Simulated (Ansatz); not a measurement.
YbH3:

```
Yb H
1.0
     0.00000    2.60497    2.60497
     2.60497    0.00000    2.60497
     2.60497    2.60497    0.00000
Yb H
1 3
Cartesian
  0.0000 0.0000 0.0000
  2.6050 2.6050 2.6050
  1.3025 1.3025 1.3025
  3.9075 3.9075 3.9075
```

The cell comes from a database or a generator and needn't be the stable form of this composition.

Base run:

| Property | Result |
| --- | --- |
| Program | Ansatz 0.2.0 |
| Functional | PBE |
| Potentials or basis | Ansatz PAW |
| Cutoff | 420 eV (not typed: the program's choice for these potentials) |
| k mesh | 7 × 7 × 7 |
| Occupations | fermi-dirac, width 0.05 eV |
| Spin | collinear spin, ferromagnetic start |
| Starting moments | [0.2, 0.0, 0.0, 0.0] μB |
| Fixed moment | 0.2 μB |

Its results: pressure -5.4 GPa; site moments Yb +0.18; H +0.01, +0.00 μB.

After a change of settings the same cell gave: pressure -3.9 GPa; site moments Yb +0.96; H +0.29, +0.16 μB. Which change was it?
A. fixed moment from 0.2 μB to 0.8 μB; moments at the start from [0.2, 0.0, 0.0, 0.0] to [0.8, 0.0, 0.0, 0.0]
B. fixed moment from 0.2 μB to 0.5 μB; moments at the start from [0.2, 0.0, 0.0, 0.0] to [0.5, 0.0, 0.0, 0.0]
C. fixed moment from 0.2 μB to 2 μB; moments at the start from [0.2, 0.0, 0.0, 0.0] to [2.0, 0.0, 0.0, 0.0]

C.

Caveats: the total moment is fixed, so each spin has its own Fermi level; the thresholds are loose for stress.
